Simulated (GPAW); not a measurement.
Wanted: an ASE script for a GPAW 26.7.0 run.

* Task: band structure
* Functional: LDA
* Potentials or basis: the program's PAW data sets (release 1.2.1) made for this functional
* Cutoff: 800 eV
* Basis: pw
* k mesh: 5 × 5 × 3
* Occupations: fermi-dirac, width 0.05 eV
* Spin: no spin polarisation
* Ranks: 8
* Maxiter: 150
* Band path: XGY,LGZ,NGM,RG
* Band points: 60

HPbNO4:

```xyz
7
Lattice="4.1992 0.1112 0.1682 1.9160 3.8913 0.1257 1.7609 1.2526 6.3727" Properties=species:S:1:pos:R:3 pbc="T T T"
H     6.1559    3.5396    4.2374
Pb    3.9410    4.7367    5.7714
N     2.1622    1.5295    2.0021
O     6.1170    3.6060    5.2180
O     2.2525    1.0554    0.8130
O     2.1821    0.7481    2.9790
O     2.0545    2.7723    2.1460
```

The cell was built by a generator and needn't be a form met in nature.

These files were run (other wordings do the same):

run.py

```python
from ase import Atoms
from ase.dft.bandgap import bandgap
from ase.io import write
from ase.units import GPa
from ase.parallel import parprint
from gpaw import GPAW, PW

atoms = Atoms(['H', 'Pb', 'N', 'O', 'O', 'O', 'O'],
              cell=[[4.19923, 0.11117, 0.16817],
                    [1.916, 3.89132, 0.12568],
                    [1.76085, 1.25259, 6.37266]],
              scaled_positions=[[0.89145, 0.68202, 0.62796],
                                [0.14426, 0.92872, 0.88352],
                                [0.2567, 0.28861, 0.30171],
                                [0.83108, 0.65056, 0.78405],
                                [0.38694, 0.2238, 0.11295],
                                [0.31104, 0.03576, 0.45856],
                                [0.07726, 0.60633, 0.32275]],
              pbc=True)

calc = GPAW(mode=PW(800),
            xc='LDA',
            kpts={'size': (5, 5, 3), 'gamma': True},
            occupations={'name': 'fermi-dirac', 'width': 0.05},
            nbands=39,
            convergence={'density': 1e-05, 'energy': 1e-05},
            maxiter=150,
            txt='gpaw.txt')
atoms.calc = calc
energy = atoms.get_potential_energy()
forces = atoms.get_forces()
stress = atoms.get_stress()
calc.write('gs.gpw')
write('result.traj', atoms)
parprint(f'Energy: {energy:.6f} eV')
parprint('Forces (eV/A):')
parprint(forces.round(4))
parprint('Stress (GPa):', (stress / GPa).round(3))
parprint('Fermi level:', round(calc.get_fermi_level(), 4), 'eV')
parprint(f'Gap: {bandgap(calc)[0]:.4f} eV, direct: {bandgap(calc, direct=True)[0]:.4f} eV')

path = atoms.cell.bandpath('XGY,LGZ,NGM,RG', npoints=60, eps=1e-4)
bs_calc = calc.fixed_density(kpts=path, symmetry='off', nbands=60,
                             convergence={'bands': 'CBM+6.0', 'eigenstates': 1e-6}, txt='bands.txt')
bs = bs_calc.band_structure()
bs.write('bs.json')
parprint(f'Gap on the path: {bandgap(bs_calc)[0]:.4f} eV')
```

Potentials or basis: the program's PAW data sets (release 1.2.1) made for this functional, pw.

Command:

```bash
$ OMP_NUM_THREADS=1 mpirun -n 8 gpaw python run.py
```

Results of the run:

The pressure is -6.2 GPa and the largest force is 0.742 eV/Å. The band gap on the k mesh is 2.78 eV, indirect (least direct gap 2.79 eV) and the band gap along the path is 2.97 eV, direct.

Caveat: spin-orbit coupling is left out, which as a rule narrows the gap of such compounds by several tenths of an eV.

Run time: 46 s on 8 MPI ranks on Intel(R) Xeon(R) Platinum 8488C (Sapphire Rapids), with other jobs on the host, peak memory 0.35 GiB a rank.
